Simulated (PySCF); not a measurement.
# C₃H₉FSi: NMR shifts at several levels of theory

Aim: compute the NMR shifts of C₃H₉FSi (`C[Si](C)(C)F`) at several levels, and see how far they spread and what each costs.

The runs use PySCF 2.14.0, with density-fitted response routines of our own; the level of theory stands in each step. All values are computed, except where a source is named. Atoms count from 0, in the outputs and in this text.

## 1. The starting structure

14 atoms, charge 0, multiplicity 1; geometry from: GFN2-xTB.

Bonds of the start (Å): C0–Si1 1.90, Si1–C2 1.90, Si1–C3 1.90, Si1–F4 1.63, C0–H5 1.09, C0–H6 1.09, C0–H7 1.10, C2–H8 1.07, C2–H9 1.09, C2–H10 1.09, C3–H11 1.09, C3–H12 1.07, C3–H13 1.09.

## 2. Relaxing the molecule at PBE0-D3(BJ)/def2-SVP

Job settings and geometry (Å):

```
{"job": {"xc": "PBE0", "basis": "def2-SVP", "d3": "d3bj", "grid": 1, "kind": "geom"}, "charge": 0, "multiplicity": 1}
C     -0.806560     1.527110    -0.833170
Si    -0.021520    -0.016740    -0.062050
C      1.542030    -0.577740    -0.982420
C     -1.267700    -1.427290     0.180440
F      0.479690     0.402500     1.432270
H     -1.166560     1.336180    -1.839140
H     -1.648180     1.875560    -0.232040
H     -0.080450     2.358750    -0.847290
H      2.000540    -1.422640    -0.511840
H      1.320670    -0.890290    -1.997970
H      2.275720     0.228920    -1.027970
H     -1.652650    -1.791500    -0.766760
H     -2.123640    -1.109890     0.739150
H     -0.808130    -2.266640     0.705210
```

The program printed:

```text
step   0  E = -508.55442896  max force = 0.020984
step   1  E = -508.55795885  max force = 0.002703
step   2  E = -508.55803202  max force = 0.001336
step   3  E = -508.55805605  max force = 0.000388
step   4  E = -508.55806119  max force = 0.000289
optimisation converged
```

Wall time 12 s (4 threads of AMD EPYC 7R43 (Zen 3), shared host).

Along the way:

```csv
step,energy from step 0 (eV),largest force component (eV/Å)
0,0.0000,1.0790
1,-0.0961,0.1390
2,-0.0980,0.0687
3,-0.0987,0.0200
4,-0.0988,0.0149
```

Close pairs (by a distance rule), those that changed most:

```csv
bond,before (Å),after (Å),change (Å)
Si1–C2,1.899,1.867,-0.032
Si1–C3,1.898,1.867,-0.031
C2–H8,1.070,1.101,+0.031
C3–H12,1.070,1.101,+0.031
C0–Si1,1.896,1.866,-0.029
C0–H5,1.085,1.102,+0.016
C3–H11,1.085,1.102,+0.016
C2–H9,1.085,1.102,+0.016
```

The end geometry stands in the next job.

```csv
at the end point,value
point group (found at 0.08 Å tolerance),C3v
"rotational constants (GHz, main isotopes)","3.349, 3.345, 3.111"
dipole moment (D),1.94
```

## 3. Nuclear shieldings: PBE0/pcSseg-2

Job settings and geometry (Å):

```
{"job": {"kind": "nmr", "xc": "PBE0", "basis": "pcSseg-2", "pop": false}, "charge": 0, "multiplicity": 1}
C     -0.790289     1.496934    -0.807484
Si    -0.011633    -0.018220    -0.044958
C      1.505169    -0.568411    -0.983480
C     -1.245446    -1.403363     0.162286
F      0.488125     0.406496     1.459694
H     -1.143990     1.289061    -1.830008
H     -1.652864     1.838240    -0.214345
H     -0.067390     2.325737    -0.862922
H      1.979988    -1.431788    -0.492047
H      1.250434    -0.861610    -2.014296
H      2.249174     0.241756    -1.036046
H     -1.614313    -1.754657    -0.814478
H     -2.113206    -1.072257     0.753637
H     -0.790499    -2.261629     0.680867
```

Method: GIAO PBE0/pcSseg-2 NMR shielding, non-relativistic, gas phase.

The program printed:

```text
coarse grid: 11552 points
cycle   1  E = -508.8150491870  dE =  8.793e-02  |g| = 7.148e-01  |ddm| = 2.424e+00
cycle   2  E = -508.7561766235  dE =  5.887e-02  |g| = 9.609e-01  |ddm| = 9.635e-01
cycle   3  E = -508.9136339316  dE = -1.575e-01  |g| = 1.175e-01  |ddm| = 5.936e-01
cycle   4  E = -508.9160956137  dE = -2.462e-03  |g| = 2.171e-02  |ddm| = 6.924e-02
cycle   5  E = -508.9161939556  dE = -9.834e-05  |g| = 3.107e-03  |ddm| = 1.508e-02
cycle   6  E = -508.9161956211  dE = -1.665e-06  |g| = 5.915e-04  |ddm| = 2.587e-03
final grid: 105504 points
cycle   7  E = -508.9188596417  dE = -8.660e-05  |g| = 7.338e-03  |ddm| = 2.851e-02
cycle   8  E = -508.9188570127  dE =  2.629e-06  |g| = 7.998e-03  |ddm| = 8.903e-03
cycle   9  E = -508.9188728308  dE = -1.582e-05  |g| = 3.522e-04  |ddm| = 4.774e-03
cycle  10  E = -508.9188728345  dE = -3.737e-09  |g| = 3.139e-04  |ddm| = 3.129e-04
cycle  11  E = -508.9188728487  dE = -1.421e-08  |g| = 4.045e-05  |ddm| = 1.570e-04
cycle  12  E = -508.9188728489  dE = -1.785e-10  |g| = 4.963e-06  |ddm| = 2.277e-05
converged SCF energy = -508.9188728489

GIAO shielding tensors (ppm)
atom      isotropic    diamagn.    paramagn.     s11        s22        s33       span
  0 C      184.144     247.173     -63.029    176.480    184.165    191.787     15.307
  1 Si     302.359     877.635    -575.276    286.870    287.124    333.084     46.214
  2 C      184.186     247.183     -62.997    176.413    184.445    191.700     15.288
  3 C      184.154     247.170     -63.017    176.542    184.184    191.735     15.193
  4 F      351.330     470.957    -119.627    344.584    345.120    364.285     19.701
  5 H       31.354      30.653       0.701     27.826     28.744     37.493      9.667
  6 H       30.914      30.502       0.412     26.978     28.519     37.244     10.266
  7 H       30.911      30.491       0.420     26.983     28.506     37.244     10.261
  8 H       30.912      30.481       0.431     26.977     28.521     37.237     10.260
  9 H       31.358      30.641       0.716     27.817     28.740     37.516      9.699
 10 H       30.911      30.491       0.420     26.992     28.507     37.235     10.243
 11 H       31.354      30.642       0.712     27.821     28.746     37.495      9.674
 12 H       30.913      30.500       0.413     26.972     28.533     37.233     10.260
 13 H       30.911      30.475       0.437     26.989     28.492     37.253     10.264
```

Wall time 24 s (4 threads of AMD EPYC 7R43 (Zen 3), shared host).

The references, computed at this level on geometries of the same kind, shield at (ppm): 1H TMS 31.25, 13C TMS 184.1, 29Si TMS 341.3, 19F CFCl3 175.8. Their shielding less the atom's gives the shift. The references are single molecules in the gas phase, so shifts against H2O, NH3, PH3, H3PO4 or CFCl3 are not on the usual liquid scales and can be off by tens of ppm. Atoms listed in one row are averaged.

```csv
atoms,environment,σ (ppm),δ (ppm)
"C0, C2, C3",methyl carbon bonded to Si,184.2,0.0
"H5, H6, H7, H8, H9 and 4 more",hydrogen on a methyl carbon bonded to Si,31.06,0.19
Si1,"silicon bonded to 3 C, F",302.4,38.9
F4,fluorine bonded to Si,351.3,-175.5
```

## 4. NMR shieldings: PBE/pcSseg-2

Settings changed since step 3:

```diff
@@ -1,2 +1,2 @@
-{"job": {"kind": "nmr", "xc": "PBE0", "basis": "pcSseg-2", "pop": false}, "charge": 0, "multiplicity": 1}
+{"job": {"kind": "nmr", "xc": "PBE", "basis": "pcSseg-2", "pop": false}, "charge": 0, "multiplicity": 1}
 C     -0.790289     1.496934    -0.807484
```

With the program's defaults for keys left out, this is: GIAO PBE/pcSseg-2 NMR shielding, non-relativistic, gas phase.

The program printed:

```text
coarse grid: 11552 points
cycle   1  E = -508.6815921068  dE =  8.741e-02  |g| = 9.193e-01  |ddm| = 2.483e+00
cycle   2  E = -508.3601415937  dE =  3.215e-01  |g| = 1.573e+00  |ddm| = 1.779e+00
cycle   3  E = -508.8534258133  dE = -4.933e-01  |g| = 2.378e-01  |ddm| = 1.336e+00
cycle   4  E = -508.8630759668  dE = -9.650e-03  |g| = 4.246e-02  |ddm| = 1.558e-01
cycle   5  E = -508.8634407494  dE = -3.648e-04  |g| = 1.044e-02  |ddm| = 3.042e-02
cycle   6  E = -508.8634671706  dE = -2.642e-05  |g| = 2.247e-03  |ddm| = 1.061e-02
cycle   7  E = -508.8634681058  dE = -9.352e-07  |g| = 2.948e-04  |ddm| = 1.557e-03
final grid: 105504 points
cycle   8  E = -508.8681352687  dE = -1.263e-04  |g| = 1.237e-02  |ddm| = 3.977e-02
cycle   9  E = -508.8680842537  dE =  5.101e-05  |g| = 1.869e-02  |ddm| = 1.852e-02
cycle  10  E = -508.8681723529  dE = -8.810e-05  |g| = 1.427e-03  |ddm| = 1.169e-02
cycle  11  E = -508.8681725929  dE = -2.400e-07  |g| = 7.478e-04  |ddm| = 1.147e-03
cycle  12  E = -508.8681726712  dE = -7.826e-08  |g| = 5.731e-05  |ddm| = 4.018e-04
cycle  13  E = -508.8681726717  dE = -5.439e-10  |g| = 2.969e-05  |ddm| = 7.250e-05
converged SCF energy = -508.8681726717

GIAO shielding tensors (ppm)
atom      isotropic    diamagn.    paramagn.     s11        s22        s33       span
  0 C      179.488     246.924     -67.436    171.251    178.925    188.288     17.037
  1 Si     282.316     878.115    -595.800    263.774    264.037    319.137     55.363
  2 C      179.532     246.945     -67.412    171.173    179.216    188.209     17.036
  3 C      179.498     246.927     -67.429    171.315    178.937    188.242     16.927
  4 F      337.611     470.799    -133.188    331.175    331.763    349.893     18.718
  5 H       31.282      30.668       0.614     27.912     28.821     37.113      9.201
  6 H       30.865      30.524       0.342     27.125     28.610     36.861      9.736
  7 H       30.862      30.513       0.349     27.130     28.596     36.860      9.730
  8 H       30.863      30.504       0.358     27.124     28.611     36.853      9.730
  9 H       31.286      30.659       0.627     27.904     28.816     37.137      9.233
 10 H       30.862      30.514       0.348     27.139     28.598     36.851      9.712
 11 H       31.282      30.659       0.623     27.908     28.823     37.115      9.208
 12 H       30.863      30.521       0.342     27.118     28.623     36.849      9.731
 13 H       30.863      30.497       0.366     27.136     28.582     36.869      9.733
```

Run time: 23 s. Hardware: 4 threads of AMD EPYC 7R43 (Zen 3), shared host.

This run: δ C0 -0.1, Si1 41.1, F4 -194.7, H5 0.17 ppm (means over like atoms).

## 5. NMR shieldings: wB97X-D/pcSseg-2

Settings changed since step 4:

```diff
@@ -1,2 +1,2 @@
-{"job": {"kind": "nmr", "xc": "PBE", "basis": "pcSseg-2", "pop": false}, "charge": 0, "multiplicity": 1}
+{"job": {"kind": "nmr", "xc": "wB97X-D", "basis": "pcSseg-2", "pop": false}, "charge": 0, "multiplicity": 1}
 C     -0.790289     1.496934    -0.807484
```

Method: GIAO wB97X-D/pcSseg-2 NMR shielding, non-relativistic, gas phase.

The program printed:

```text
coarse grid: 11552 points
cycle   1  E = -509.1428769670  dE =  1.596e-01  |g| = 6.390e-01  |ddm| = 2.400e+00
cycle   2  E = -509.1442398232  dE = -1.363e-03  |g| = 7.213e-01  |ddm| = 6.303e-01
cycle   3  E = -509.2164816178  dE = -7.224e-02  |g| = 6.704e-02  |ddm| = 3.206e-01
cycle   4  E = -509.2173108409  dE = -8.292e-04  |g| = 2.404e-02  |ddm| = 4.600e-02
cycle   5  E = -509.2174444398  dE = -1.336e-04  |g| = 2.639e-03  |ddm| = 1.978e-02
cycle   6  E = -509.2174460799  dE = -1.640e-06  |g| = 5.727e-04  |ddm| = 3.016e-03
final grid: 105504 points
cycle   7  E = -509.2229734795  dE = -2.637e-04  |g| = 8.250e-03  |ddm| = 4.452e-02
cycle   8  E = -509.2229753570  dE = -1.877e-06  |g| = 8.487e-03  |ddm| = 9.137e-03
cycle   9  E = -509.2229859151  dE = -1.056e-05  |g| = 9.528e-04  |ddm| = 3.404e-03
cycle  10  E = -509.2229860404  dE = -1.253e-07  |g| = 4.071e-04  |ddm| = 7.338e-04
cycle  11  E = -509.2229860730  dE = -3.259e-08  |g| = 5.216e-05  |ddm| = 3.076e-04
cycle  12  E = -509.2229860739  dE = -9.080e-10  |g| = 1.421e-05  |ddm| = 6.918e-05
converged SCF energy = -509.2229860739

GIAO shielding tensors (ppm)
atom      isotropic    diamagn.    paramagn.     s11        s22        s33       span
  0 C      184.302     247.039     -62.737    176.889    184.537    191.480     14.591
  1 Si     302.565     877.432    -574.867    287.481    287.731    332.483     45.003
  2 C      184.339     247.025     -62.686    176.824    184.801    191.391     14.567
  3 C      184.307     247.016     -62.709    176.942    184.555    191.424     14.482
  4 F      354.541     470.700    -116.159    348.021    348.539    367.063     19.042
  5 H       31.459      30.783       0.676     27.941     28.843     37.592      9.651
  6 H       31.021      30.607       0.414     27.094     28.626     37.344     10.250
  7 H       31.019      30.598       0.421     27.099     28.614     37.344     10.245
  8 H       31.020      30.587       0.433     27.093     28.630     37.338     10.244
  9 H       31.461      30.765       0.695     27.931     28.837     37.613      9.681
 10 H       31.019      30.597       0.422     27.108     28.616     37.334     10.226
 11 H       31.458      30.770       0.688     27.936     28.844     37.594      9.658
 12 H       31.020      30.607       0.413     27.089     28.641     37.331     10.242
 13 H       31.019      30.577       0.442     27.105     28.600     37.352     10.247
```

Run time: 34 s. Hardware: 4 threads of AMD EPYC 7R43 (Zen 3), shared host.

In short: δ C0 0.1, Si1 38.1, F4 -168.1, H5 0.19 ppm (means over like atoms).

## 6. Nuclear shieldings: KT2/pcSseg-2

Settings changed since step 5:

```diff
@@ -1,2 +1,2 @@
-{"job": {"kind": "nmr", "xc": "wB97X-D", "basis": "pcSseg-2", "pop": false}, "charge": 0, "multiplicity": 1}
+{"job": {"kind": "nmr", "xc": "KT2", "basis": "pcSseg-2", "pop": false}, "charge": 0, "multiplicity": 1}
 C     -0.790289     1.496934    -0.807484
```

Level: GIAO KT2/pcSseg-2 NMR shielding, non-relativistic, gas phase.

The program printed:

```text
coarse grid: 11552 points
cycle   1  E = -514.9689245164  dE =  1.107e-01  |g| = 9.272e-01  |ddm| = 2.389e+00
cycle   2  E = -514.5989136316  dE =  3.700e-01  |g| = 1.708e+00  |ddm| = 1.968e+00
cycle   3  E = -515.1304877402  dE = -5.316e-01  |g| = 2.804e-01  |ddm| = 1.561e+00
cycle   4  E = -515.1464542686  dE = -1.597e-02  |g| = 4.863e-02  |ddm| = 1.966e-01
cycle   5  E = -515.1469389780  dE = -4.847e-04  |g| = 9.202e-03  |ddm| = 3.097e-02
cycle   6  E = -515.1469525573  dE = -1.358e-05  |g| = 4.228e-03  |ddm| = 1.043e-02
cycle   7  E = -515.1469566722  dE = -4.115e-06  |g| = 8.864e-04  |ddm| = 3.839e-03
final grid: 105504 points
cycle   8  E = -515.1647000399  dE = -3.125e-04  |g| = 2.334e-02  |ddm| = 7.425e-02
cycle   9  E = -515.1644943763  dE =  2.057e-04  |g| = 4.147e-02  |ddm| = 3.404e-02
cycle  10  E = -515.1647734933  dE = -2.791e-04  |g| = 4.804e-03  |ddm| = 2.475e-02
cycle  11  E = -515.1647763558  dE = -2.862e-06  |g| = 1.084e-03  |ddm| = 2.941e-03
cycle  12  E = -515.1647766534  dE = -2.977e-07  |g| = 1.656e-04  |ddm| = 8.234e-04
cycle  13  E = -515.1647766578  dE = -4.403e-09  |g| = 6.258e-05  |ddm| = 1.474e-04
cycle  14  E = -515.1647766590  dE = -1.155e-09  |g| = 6.445e-06  |ddm| = 6.216e-05
cycle  15  E = -515.1647766590  dE = -7.503e-12  |g| = 1.927e-06  |ddm| = 5.850e-06
converged SCF energy = -515.1647766590

GIAO shielding tensors (ppm)
atom      isotropic    diamagn.    paramagn.     s11        s22        s33       span
  0 C      182.229     247.536     -65.308    173.969    181.870    190.848     16.879
  1 Si     309.405     880.314    -570.909    290.546    290.793    346.875     56.329
  2 C      182.270     247.542     -65.272    173.894    182.148    190.769     16.875
  3 C      182.235     247.530     -65.295    174.026    181.877    190.802     16.776
  4 F      338.250     471.449    -133.199    332.299    332.903    349.548     17.249
  5 H       31.288      30.691       0.597     27.849     28.783     37.232      9.383
  6 H       30.858      30.556       0.302     27.046     28.554     36.974      9.928
  7 H       30.854      30.544       0.310     27.050     28.540     36.973      9.923
  8 H       30.856      30.534       0.321     27.044     28.556     36.967      9.922
  9 H       31.292      30.679       0.613     27.840     28.779     37.256      9.415
 10 H       30.855      30.543       0.312     27.060     28.542     36.964      9.904
 11 H       31.288      30.681       0.607     27.845     28.785     37.234      9.390
 12 H       30.857      30.553       0.303     27.040     28.567     36.962      9.922
 13 H       30.855      30.527       0.328     27.057     28.527     36.982      9.925
```

Wall time 28 s (4 threads of AMD EPYC 7R43 (Zen 3), shared host).

This run: δ C0 0.0, Si1 41.6, F4 -201.9, H5 0.18 ppm (means over like atoms).

## 7. NMR shieldings: HF/pcSseg-2

Settings changed since step 6:

```diff
@@ -1,2 +1,2 @@
-{"job": {"kind": "nmr", "xc": "KT2", "basis": "pcSseg-2", "pop": false}, "charge": 0, "multiplicity": 1}
+{"job": {"kind": "nmr", "xc": "HF", "basis": "pcSseg-2", "pop": false}, "charge": 0, "multiplicity": 1}
 C     -0.790289     1.496934    -0.807484
```

Method: GIAO HF/pcSseg-2 NMR shielding, non-relativistic, gas phase.

The program printed:

```text
final grid: 105504 points
cycle   1  E = -507.3464042556  dE =  2.757e-01  |g| = 5.481e-01  |ddm| = 2.337e+00
cycle   2  E = -507.4051565635  dE = -5.875e-02  |g| = 3.230e-01  |ddm| = 4.516e-01
cycle   3  E = -507.4201910358  dE = -1.503e-02  |g| = 6.017e-02  |ddm| = 1.460e-01
cycle   4  E = -507.4214042633  dE = -1.213e-03  |g| = 8.513e-03  |ddm| = 6.475e-02
cycle   5  E = -507.4214349413  dE = -3.068e-05  |g| = 2.048e-03  |ddm| = 1.162e-02
cycle   6  E = -507.4214372854  dE = -2.344e-06  |g| = 4.819e-04  |ddm| = 4.034e-03
cycle   7  E = -507.4214374161  dE = -1.307e-07  |g| = 1.183e-04  |ddm| = 1.096e-03
cycle   8  E = -507.4214374236  dE = -7.555e-09  |g| = 2.107e-05  |ddm| = 2.512e-04
cycle   9  E = -507.4214374238  dE = -2.135e-10  |g| = 5.071e-06  |ddm| = 2.785e-05
converged SCF energy = -507.4214374238

GIAO shielding tensors (ppm)
atom      isotropic    diamagn.    paramagn.     s11        s22        s33       span
  0 C      191.765     244.097     -52.333    186.141    192.285    196.867     10.726
  1 Si     355.676     874.443    -518.766    349.374    349.602    368.053     18.679
  2 C      191.800     244.092     -52.292    186.091    192.544    196.764     10.674
  3 C      191.772     244.087     -52.315    186.200    192.320    196.795     10.595
  4 F      381.412     471.891     -90.479    373.871    374.313    396.052     22.181
  5 H       31.786      30.834       0.953     28.073     28.979     38.307     10.233
  6 H       31.340      30.633       0.708     27.174     28.740     38.107     10.933
  7 H       31.338      30.622       0.716     27.180     28.727     38.106     10.927
  8 H       31.340      30.609       0.731     27.176     28.743     38.101     10.925
  9 H       31.788      30.818       0.970     28.064     28.973     38.327     10.263
 10 H       31.338      30.622       0.716     27.188     28.728     38.097     10.910
 11 H       31.786      30.820       0.966     28.069     28.981     38.309     10.240
 12 H       31.340      30.630       0.711     27.171     28.754     38.097     10.926
 13 H       31.338      30.605       0.733     27.186     28.713     38.114     10.929
```

It took 16 s on 4 threads of AMD EPYC 7R43 (Zen 3), shared host.

Key values: δ C0 -0.3, Si1 27.3, F4 -136.1, H5 0.19 ppm (means over like atoms).

## 8. Comparing the runs: NMR shifts

Shifts (ppm), means over like atoms, with basis size and wall time:

```csv
run,C0,H5,Si1,F4,functions,time
PBE0/pcSseg-2,0.0,0.19,38.9,-175.5,313,24 s
PBE/pcSseg-2,-0.1,0.17,41.1,-194.7,313,23 s
wB97X-D/pcSseg-2,0.1,0.19,38.1,-168.1,313,34 s
KT2/pcSseg-2,0.0,0.18,41.6,-201.9,313,28 s
HF/pcSseg-2,-0.3,0.19,27.3,-136.1,313,16 s
```

## 9. What came out

| quantity | value |
| --- | --- |
| point group | C3v |
| rotational constants (main isotopes) | 3.35, 3.35, 3.11 GHz |
| 13C shifts against TMS (PBE0/pcSseg-2, means over atoms taken as alike) | 0.0 ppm |
| 1H shifts against TMS (PBE0/pcSseg-2, means over atoms taken as alike) | 0.19 ppm |
| 29Si shifts against TMS (PBE0/pcSseg-2) | 38.9 ppm |
| 19F shifts against CFCl3 (PBE0/pcSseg-2) | -175.5 ppm |
| range of the shift of F4 | -201.9 to -136.1 ppm |

Single values in the summary come from the first run of each kind that ended normally (PBE0/pcSseg-2), which need not be the best level. Over 4 steps the energy fell by 0.099 eV; of the close pairs, Si1–C2 changed most, 1.899 to 1.867 Å. At PBE0/pcSseg-2: The widest tensor belongs to Si1: span 46 ppm, with a paramagnetic part of -575 ppm. Across the 5 runs the shift of F4 moves most, between -201.9 (KT2/pcSseg-2) and -136.1 ppm (HF/pcSseg-2).
